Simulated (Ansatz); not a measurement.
# Ru: a surface, (10-10), 6 layers

Aim: cut a slab of Ru (10-10), 6 layers from the relaxed bulk, relax it, and get surface energy and work function. Methods of the runs shown: LAPW. Companion runs by PAW are cited. Its runs: bulk in the slab's orientation (LAPW); the reference run (LAPW); atoms relaxed (LAPW); no images along the normal (LAPW); Rh in place of Ru in the outer layer (LAPW); Rh in place of Ru in the middle layer (LAPW).

Computed with Ansatz 0.2.0 (DFT, PBEsol, all-electron LAPW, scalar-relativistic, unless a step's input says otherwise).

### Step 1. The structure to begin with

The structure is hexagonal, space group P6_3/mmc (No. 194). Conventional cell: a = 2.691 Å, b = 2.691 Å, c = 4.249 Å, α = 90.00°, β = 90.00°, γ = 120.00°. Ru (site symmetry -6m2) is surrounded by 12 Ru at 2.63 to 2.69 Å.

Coordinates:

```xyz
4
Lattice="-1.3454 2.3303 0.0000 0.0000 0.0000 4.2494 4.0361 2.3303 0.0000" Properties=species:S:1:pos:R:3 pbc="T T T"
Ru    0.0000    1.5535    1.0623
Ru    2.6908    1.5535    1.0623
Ru    1.3454    0.7768    3.1870
Ru    2.6908    3.1070    3.1870
```

Atoms are numbered in the order of the input: Ru1, Ru2, Ru3, Ru4.

### Step 2. Bulk in the slab's orientation, LAPW

input.yaml reads:

```yaml
crystal:
  lattice:
    - [-1.3453760695, 2.3302597077, 0.0]
    - [0.0, 0.0, 4.2493843975]
    - [4.0361282085, 2.3302597077, 0.0]
  atoms:
    - { symbol: Ru, position: [0.5, 0.25, 0.166666667] }
    - { symbol: Ru, position: [0.0, 0.25, 0.666666667] }
    - { symbol: Ru, position: [0.0, 0.75, 0.333333333] }
    - { symbol: Ru, position: [0.5, 0.75, 0.833333333] }
kpoints:
  mp_grid: { grid: [13, 9, 8] }
scf:
  occupations: { method: fermi_dirac, width: 0.08 }
hamiltonian:
  xc: pbesol
  pseudopotentials: { kind: all_electron, lapw: { basis_error: 0.001 } }
output:
  forces: true
  stress: true
  eigenvalues: true
```

Launch:

```
$ ansatz run input.yaml --threads 2 --pin off --max-ram 4096MiB --backend cpu --events-out ev --progress --plain --runs-dir out
```

After this run come: Slab as cut, LAPW; Atoms relaxed, LAPW; No images along the normal, LAPW; Rh in place of Ru in the outer layer, LAPW; Rh in place of Ru in the middle layer, LAPW.

Before running it: what results should come out? Wanted: surface energy; work function; outer layer spacing; surface core-level shift by Z+1; core-level shifts among the layers (for each run or level that gives them).

The runs gave:

| quantity | value |
| --- | --- |
| surface energy (LAPW, relaxed) | 3.34 J/m² |
| work function (LAPW, relaxed) | 4.96 eV |
| outer layer spacing (LAPW) | 0.78 → 0.64 Å |
| surface core-level shift by Z+1 (LAPW) | -0.54 eV |
| surface energy (PAW, relaxed) | 3.34 J/m² |
| work function (PAW, relaxed) | 4.96 eV |
| outer layer spacing (PAW) | 0.78 → 0.64 Å |
| surface core-level shift by Z+1 (PAW) | -0.54 eV |
| core-level shifts among the layers (PAW holes) | Ru1 +0.00, Ru2 +0.27, Ru3 +0.65 eV |

**Reading.** By LAPW the surface costs 3.45 J/m² as cut and 3.34 J/m² relaxed. The outermost spacing changes by -18.0 % (LAPW). Putting the next element in the outer rather than the middle layer costs -0.54 eV (LAPW); in the Z+1 picture that is the binding energy at the surface less that inside. The outermost spacing changes by -18.0 % (PAW). Putting the next element in the outer rather than the middle layer costs -0.54 eV (PAW); in the Z+1 picture that is the binding energy at the surface less that inside. Thickness wasn't converged, and no reconstruction was sought.
